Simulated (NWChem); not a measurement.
**PBE0/6-31G(d,p) (spherical functions) run of SiH4S (sulfanylsilane)**

What is the electronic atomisation energy of SiH4S (sulfanylsilane) at PBE0/6-31G** (spherical functions)? 

The calculation is run with NWChem 7.3.0.

## Step 1: The molecule

The species is SiH4S (6 atoms), meant as a singlet with charge 0. As SMILES, `[SiH3]S`. The coordinates come from a PBE0-D4/def2-TZVP relaxation.

Bond lengths: Si1–S2 2.137 Å, Si1–H3 1.485 Å, Si1–H4 1.482 Å, Si1–H5 1.485 Å, S2–H6 1.344 Å. Angles: Si1–S2–H6 94.7°, S2–Si1–H3 111.6°, S2–Si1–H4 104.8°, S2–Si1–H5 111.6°, H3–Si1–H4 110.0°, H3–Si1–H5 108.8°, H4–Si1–H5 110.0°.

## Step 2: A single-point energy at PBE0/6-31G(d,p) (spherical functions) (run 1)

Input file sp.nw:

```
start sp
title "H4SSi"
memory total 2200 mb

geometry units angstrom noautosym nocenter noautoz
   Si    -0.169800    -0.263400    -0.436000
   S      0.907300    -0.012600     1.392800
   H     -1.629800    -0.074300    -0.241600
   H      0.108600    -1.658300    -0.852500
   H      0.299800     0.681200    -1.481100
   H      0.526100     1.263300     1.572300
end

basis spherical bse
   Si library 6-31G**
   S library 6-31G**
   H library 6-31G**
end

dft
   xc pbe0
   grid fine
   convergence energy 1e-08
   maxiter 100
   mulliken
   print low
end

task dft energy
```

Command:

```
$ nwchem sp.nw > sp.out
```

What it wrote:

```text
[...]
 d= 0,ls=0.0,diis     1   -689.7718352191 -7.79D+02  1.13D-02  1.72D-01     1.2
[...]
 d= 0,ls=0.0,diis     8   -689.7985224220 -9.83D-10  3.75D-07  3.07D-10     6.0
         Total DFT energy =     -689.798522422033
      One electron energy =    -1131.268806682275
           Coulomb energy =      400.075000755692
    Exchange-Corr. energy =      -47.843357618976
 Nuclear repulsion energy =       89.238641123526
[...]
      Total Density - Mulliken Population Analysis
     ---------------------------------------------
    Atom       Charge   Shell Charges
 -----------   ------   -------------------------------------------------------
    1 Si  14    13.61   2.00  2.00  5.96  1.00  1.93  0.23  0.32  0.16
    2 S   16    16.28   2.00  2.00  5.97  1.34  3.08  0.55  1.29  0.04
    3 H    1     1.07   0.50  0.57  0.01
    4 H    1     1.06   0.50  0.56  0.01
    5 H    1     1.07   0.50  0.57  0.01
    6 H    1     0.90   0.49  0.40  0.02
[...]
```

Run time: 6.9 s. Hardware: 1 thread of AMD EPYC 7B13 (Zen 3), shared host; peak memory 0.11 GiB.

## Step 3: The H atom at the same level (run 2)

Input file calc.nw:

```
start calc
title "H"
memory 2200 mb

geometry units atomic noautosym nocenter noautoz
H    0.00000000   0.00000000   0.00000000
end

basis "ao basis" spherical bse
H library 6-31G**
end

dft
xc pbe0
mult 2
grid fine
convergence energy 1e-08
maxiter 100
mulliken
noprint "final vectors analysis"
end

task dft energy
```

Run the same way, it converges to -0.49911 Eh (log not shown).

Run 3 isn't shown in full; the table further down has it.

## Step 4: The Si atom at the same level (run 4)

Input file si.nw:

```
start si
memory 2200 mb

geometry units angstrom noautosym nocenter noautoz
Si       0.000000       0.000000       0.000000
end

basis spherical bse
* library 6-31G**
end

dft
xc pbe0
mult 3
grid fine
convergence energy 1e-08
maxiter 100
mulliken
noprint "final vectors analysis"
end

task dft energy
```

Run the same way, it converges to -289.22845 Eh (log not shown).

## Step 5: The series

| run | level | partner | energy (Eh) | wall time |
| --- | --- | --- | --- | --- |
| 1 | PBE0/6-31G** (spherical functions) | base | -689.798522 | 6.9 s |
| 2 | UPBE0/6-31G** (spherical functions) | atoms | -0.499109 | 0.71 s |
| 3 | UPBE0/6-31G** (spherical functions) | atoms | -397.944773 | 1.2 s |
| 4 | UPBE0/6-31G** (spherical functions) | atoms | -289.228454 | 1.3 s |

## Step 6: Outcome

Level: PBE0/6-31G** (spherical functions).

| quantity | value |
| --- | --- |
| Si atom: total energy | -289.22845 Eh |
| Si atom: ⟨S²⟩ | 2.002 |
| electronic atomisation energy | 17.112 eV |

What this shows: Taking the molecule apart into free atoms costs 17.11 eV (1651 kJ/mol), before zero-point energy and without spin-orbit coupling. All runs together took 10 s, the longest 6.9 s.
